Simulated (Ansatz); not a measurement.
# Cl2H8O2Si2: the cost of one run

Program: Ansatz 0.2.0, Gaussian basis. Level of theory: PBE0-D4/def2-SVP. These are calculated values, not measurements.

## Step 1: The starting structure

The start, a first-order saddle point found at PBE0-D4 in triple zeta: 14 atoms, charge 0, spin multiplicity 1.

Atoms are counted from 1 here; the program's logs count them from 0.

Bond lengths: Si1–Cl3 2.174 Å, Si1–Cl4 2.110 Å, Si1–H5 1.480 Å, Si1–O7 1.753 Å, Si2–H10 1.478 Å, Si2–H11 1.494 Å, Si2–H12 1.489 Å, H6–O9 1.007 Å, O7–H13 0.961 Å, H8–O9 1.241 Å, O9–H14 0.972 Å. Angles: Cl3–Si1–Cl4 95.7°, Cl3–Si1–H5 91.7°, Cl3–Si1–O7 162.9°, Cl4–Si1–H5 111.1°, Cl4–Si1–O7 97.4°, H5–Si1–O7 93.7°, H10–Si2–H11 110.5°, H10–Si2–H12 112.2°, H11–Si2–H12 106.1°, Si1–O7–H13 112.6°, H6–O9–H8 89.1°, H6–O9–H14 104.4°, H8–O9–H14 103.0°.

Coordinates:

```mol
Cl2H8O2Si2
  3D, bonds by distance, orders not assigned

 14 11  0  0  0  0  0  0  0  0999 V2000
   -0.1180    1.1930   -0.0248 Si  0  0
    0.0949   -0.8676   -1.4894 Si  0  0
   -1.5214    1.6248   -1.6282 Cl  0  0
   -1.5153    1.4061    1.5419 Cl  0  0
    0.6123    2.4580   -0.2648 H   0  0
    0.4696   -0.8237    1.6205 H   0  0
    1.1795    0.4920    0.9232 O   0  0
   -0.4135   -0.9246    0.3072 H   0  0
   -0.3204   -1.4219    1.4404 O   0  0
   -1.0844   -1.2764   -2.2807 H   0  0
    0.9234   -2.0578   -1.1306 H   0  0
    0.9922    0.0454   -2.2492 H   0  0
    1.7547    1.1575    1.3113 H   0  0
   -1.0536   -1.0046    1.9231 H   0  0
  1  3  8  0
  1  4  8  0
  1  5  8  0
  1  7  8  0
  2 10  8  0
  2 11  8  0
  2 12  8  0
  6  9  8  0
  7 13  8  0
  8  9  8  0
  9 14  8  0
M  END
```

## Step 2: Dynamics

Input file md/in.yaml:

```yaml
crystal:
  periodic: [false, false, false]
  atoms:
    - {symbol: Si, position_ang: [-0.117964, 1.192973, -0.024798]}
    - {symbol: Si, position_ang: [0.094883, -0.867606, -1.489371]}
    - {symbol: Cl, position_ang: [-1.521425, 1.624811, -1.628230]}
    - {symbol: Cl, position_ang: [-1.515297, 1.406134, 1.541893]}
    - {symbol: H, position_ang: [0.612346, 2.457996, -0.264803]}
    - {symbol: H, position_ang: [0.469592, -0.823721, 1.620527]}
    - {symbol: O, position_ang: [1.179487, 0.491974, 0.923228]}
    - {symbol: H, position_ang: [-0.413510, -0.924564, 0.307178]}
    - {symbol: O, position_ang: [-0.320355, -1.421864, 1.440359]}
    - {symbol: H, position_ang: [-1.084370, -1.276367, -2.280745]}
    - {symbol: H, position_ang: [0.923398, -2.057837, -1.130556]}
    - {symbol: H, position_ang: [0.992201, 0.045366, -2.249182]}
    - {symbol: H, position_ang: [1.754733, 1.157482, 1.311298]}
    - {symbol: H, position_ang: [-1.053619, -1.004578, 1.923103]}
basis:
  gaussian: {orbitals: def2-SVP}
hamiltonian: {xc: pbe0, dispersion: d4}
md: {n_steps: 60, timestep: 0.25, temperature: 300, ensemble: nvt_langevin, seed: 859, friction: 0.002, initial_velocities: maxwell_boltzmann}
```

Command:

```bash
> ansatz run in.yaml --threads 5 --pin off --events-out ev --progress --plain --max-ram 66560MiB --backend cpu
```

**Question.** How long does this run take on 5 threads of AMD EPYC 7R13, shared host?

About 2.4 min.
